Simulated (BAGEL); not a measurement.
**SiN2H4F− (SMILES N[Si-](N)F): B3LYP/6-31G(d) (density fitting with qzvpp-jkfit, spherical functions)**

Aim: the energy change on altering one bond length of SiN2H4F− at B3LYP/6-31G* (density fitting with qzvpp-jkfit, spherical functions), from 2 runs. 

The results are computed with BAGEL 1.2.2.

1 further run of the same task is left out (set aside as unsound or not needed). Runs told in other sessions of the task aren't counted.

## 1. Starting point

SiN2H4F− has 8 atoms, charge -1, and is taken as a singlet. SMILES: `N[Si-](N)F`. Geometry: relaxed at GFN2-xTB. This is one conformer, not always the lowest.

Bond lengths: N1–Si2 1.782 Å, Si2–N3 1.815 Å, Si2–F4 1.753 Å, N1–H5 1.014 Å, N1–H6 1.020 Å, N3–H7 1.014 Å, N3–H8 1.014 Å. Angles: N1–Si2–N3 97.5°, N1–Si2–F4 101.6°, N3–Si2–F4 94.4°, Si2–N1–H5 111.9°, Si2–N1–H6 114.6°, Si2–N3–H7 110.6°, Si2–N3–H8 111.0°, H5–N1–H6 107.5°, H7–N3–H8 106.9°.

## 2. The energy at B3LYP/6-31G(d) (density fitting with qzvpp-jkfit, spherical functions)

calc.json reads:

```json
{ "bagel": [

{
  "title": "molecule",
  "basis": "6-31gs.json",
  "df_basis": "qzvpp-jkfit",
  "angstrom": true,
  "geometry": [
    { "atom": "N", "xyz": [   -0.281310,    1.373800,   -0.294860 ] },
    { "atom": "Si", "xyz": [    0.237770,   -0.229340,   -0.873310 ] },
    { "atom": "N", "xyz": [    0.642260,   -0.946060,    0.743850 ] },
    { "atom": "F", "xyz": [   -1.295860,   -1.066960,   -1.011040 ] },
    { "atom": "H", "xyz": [   -0.855770,    1.855070,   -0.977850 ] },
    { "atom": "H", "xyz": [   -0.796580,    1.361580,    0.585090 ] },
    { "atom": "H", "xyz": [    1.404730,   -0.438480,    1.179350 ] },
    { "atom": "H", "xyz": [    0.944750,   -1.909620,    0.648780 ] }
  ]
},
{
  "title": "ks",
  "xc_func": "b3lyp",
  "charge": -1
},
{
  "title": "print",
  "file": "orbitals.molden",
  "orbitals": true
}

]}
```

The basis set 6-31G* is read from a file made from the Basis Set Exchange's data (not shown).

Run with:

```sh
$ BAGEL_NUM_THREADS=1 BAGEL calc.json > calc.out
```

Standard output:

```text
* using 1 threads per process

  ===============================================================
  ===============================================================

  *** Geometry ***

  { "atom" : "N", "xyz" : [     -0.531599,      2.596106,     -0.557205 ] },
  { "atom" : "Si", "xyz" : [      0.449320,     -0.433390,     -1.650317 ] },
  { "atom" : "N", "xyz" : [      1.213696,     -1.787794,      1.405673 ] },
  { "atom" : "F", "xyz" : [     -2.448820,     -2.016262,     -1.910589 ] },
  { "atom" : "H", "xyz" : [     -1.617171,      3.505574,     -1.847869 ] },
  { "atom" : "H", "xyz" : [     -1.505318,      2.573013,      1.105660 ] },
  { "atom" : "H", "xyz" : [      2.654555,     -0.828607,      2.228649 ] },
  { "atom" : "H", "xyz" : [      1.785319,     -3.608659,      1.226017 ] },

  Number of auxiliary basis functions:      431

  Since a DF basis is specified, we compute 2- and 3-index integrals:
    o Being stored without compression. Storage requirement is 0.016 GB

  Number of basis functions:       68
  Number of electrons      :       41

    * METHOD: MOLECULE                             0.18

  *** Kohn-Sham DFT ***

    * Removing 14429 points whose weight is below 1.00e-10
    * Grid points: 104819

  === Nuclear Repulsion ===
   169.4277109290

       - DIIS with orbital gradients will be used.

  === KS iteration (b3lyp / 6-31gs.json) ===
      0       -474.53365945          0.15613863           0.28
      1       -464.79792143          0.14135203           0.26
      2       -390.80953593          0.28979115           0.26
      3       -480.31198762          0.16241184           0.26
      4       -494.87814318          0.12115774           0.26
      5       -500.11496584          0.05106986           0.26
      6       -500.88381619          0.03092320           0.26
      7       -500.93421338          0.03122348           0.26
      8       -501.27886825          0.01017546           0.26
      9       -501.31427259          0.00206460           0.26
     10       -501.31549541          0.00097161           0.26
     11       -501.31575705          0.00049258           0.26
     12       -501.31583797          0.00007332           0.26
     13       -501.31583979          0.00002049           0.26
     14       -501.31583998          0.00000311           0.26
     15       -501.31583999          0.00000125           0.26
     16       -501.31583999          0.00000041           0.26
     17       -501.31583999          0.00000021           0.27
     18       -501.31583999          0.00000018           0.26
     19       -501.31583999          0.00000001           0.26
     20       -501.31583999          0.00000001           0.26
    * SCF iteration converged.

    * Permanent dipole moment:
           (    0.184365,    -0.158648,    -0.866579) a.u.

    * METHOD: KS                                   6.03

    * METHOD: PRINT                                0.01

  ===============================================================
```

Wall time 6.6 s (1 thread of Arm Neoverse V1, shared host); peak memory 0.36 GiB.

## 3. The distorted shape

dft.json reads:

```json
{ "bagel": [

{
  "title": "molecule",
  "basis": "6-31gs.json",
  "df_basis": "qzvpp-jkfit",
  "angstrom": true,
  "geometry": [
    { "atom": "N", "xyz": [   -0.604891,    1.947157,   -1.588546 ] },
    { "atom": "Si", "xyz": [   -0.085811,    0.344017,   -2.166996 ] },
    { "atom": "N", "xyz": [    0.642260,   -0.946060,    0.743850 ] },
    { "atom": "F", "xyz": [   -1.619441,   -0.493603,   -2.304726 ] },
    { "atom": "H", "xyz": [   -1.179351,    2.428427,   -2.271536 ] },
    { "atom": "H", "xyz": [   -1.120161,    1.934937,   -0.708596 ] },
    { "atom": "H", "xyz": [    1.404730,   -0.438480,    1.179350 ] },
    { "atom": "H", "xyz": [    0.944750,   -1.909620,    0.648780 ] }
  ]
},
{
  "title": "ks",
  "xc_func": "b3lyp",
  "charge": -1
},
{
  "title": "print",
  "file": "orbitals.molden",
  "orbitals": true
}

]}
```

The basis set 6-31G* is read from a file made from the Basis Set Exchange's data (not shown).

Run with:

```sh
$ BAGEL_NUM_THREADS=1 BAGEL dft.json > dft.out
```

Standard output:

```text
* using 1 threads per process

  ===============================================================
  ===============================================================

  *** Geometry ***

  { "atom" : "N", "xyz" : [     -1.143078,      3.679593,     -3.001917 ] },
  { "atom" : "Si", "xyz" : [     -0.162159,      0.650098,     -4.095029 ] },
  { "atom" : "N", "xyz" : [      1.213696,     -1.787794,      1.405673 ] },
  { "atom" : "F", "xyz" : [     -3.060300,     -0.932774,     -4.355301 ] },
  { "atom" : "H", "xyz" : [     -2.228650,      4.589062,     -4.292581 ] },
  { "atom" : "H", "xyz" : [     -2.116798,      3.656501,     -1.339052 ] },
  { "atom" : "H", "xyz" : [      2.654555,     -0.828607,      2.228649 ] },
  { "atom" : "H", "xyz" : [      1.785319,     -3.608659,      1.226017 ] },

  Number of auxiliary basis functions:      431

  Since a DF basis is specified, we compute 2- and 3-index integrals:
    o Being stored without compression. Storage requirement is 0.016 GB

  Number of basis functions:       68
  Number of electrons      :       41

    * METHOD: MOLECULE                             0.17

  *** Kohn-Sham DFT ***

    * Removing 12538 points whose weight is below 1.00e-10
    * Grid points: 106710

  === Nuclear Repulsion ===
   145.2530575891

       - DIIS with orbital gradients will be used.

  === KS iteration (b3lyp / 6-31gs.json) ===
      0       -457.38565315          0.13021890           0.28
      1       -261.17127613          0.11146601           0.27
      2       -407.25121741          0.14397614           0.26
      3       -470.52186445          0.12575940           0.26
      4       -470.41088885          0.12106889           0.26
      5       -471.19259746          0.12634876           0.26
      6       -471.41740468          0.12595260           0.26
      7       -375.62151695          0.13597027           0.26
      8       -480.23554660          0.08387859           0.26
      9       -496.66353416          0.07557067           0.27
     10       -500.40862191          0.04285685           0.26
     11       -501.02249706          0.02033370           0.26
     12       -501.03909827          0.02055905           0.26
     13       -501.21885407          0.00237099           0.26
     14       -501.22046513          0.00203754           0.27
     15       -501.22219734          0.00082591           0.27
     16       -501.22257361          0.00021165           0.26
     17       -501.22259328          0.00007423           0.27
     18       -501.22259504          0.00004113           0.27
     19       -501.22259564          0.00000574           0.27
     20       -501.22259566          0.00000124           0.27
     21       -501.22259566          0.00000082           0.27
     22       -501.22259566          0.00000031           0.27
     23       -501.22259566          0.00000005           0.27
     24       -501.22259566          0.00000003           0.27
     25       -501.22259566          0.00000002           0.27
     26       -501.22259566          0.00000000           0.26
    * SCF iteration converged.

    * Permanent dipole moment:
           (    0.781022,    -1.168673,     1.095322) a.u.

    * METHOD: KS                                   7.66

    * METHOD: PRINT                                0.01

  ===============================================================
```

It took 8.1 s on 1 thread of Arm Neoverse V1, shared host; peak memory 0.36 GiB.

## 4. Summary of results

Level: B3LYP/6-31G* (density fitting with qzvpp-jkfit, spherical functions).

```
                                                              quantity          value
                                             first shape: total energy  -501.31584 Eh
                                              first shape: HOMO energy        1.29 eV
                                              first shape: LUMO energy        6.77 eV
    first shape: HOMO–LUMO gap (to an unbound level, set by the basis)        5.48 eV
                                         distorted shape: total energy  -501.22260 Eh
                                          distorted shape: HOMO energy        1.10 eV
                                          distorted shape: LUMO energy        3.76 eV
distorted shape: HOMO–LUMO gap (to an unbound level, set by the basis)        2.66 eV
    energy change with the Si2–N3 bond stretched from 1.815 to 3.266 Å       2.537 eV
```

In words: With the Si2–N3 bond stretched from 1.815 to 3.266 Å the energy rises by 2.54 eV (59 kcal/mol). The first shape isn't relaxed at this level, so the change isn't measured from a minimum. The HOMO (first shape) lies at positive energy, 1.29 eV, from the functional's self-interaction, a short basis or an electron that isn't bound; only total energies against the neutral tell. The HOMO (distorted shape) lies at positive energy, 1.10 eV, from the functional's self-interaction, a short basis or an electron that isn't bound; only total energies against the neutral tell.
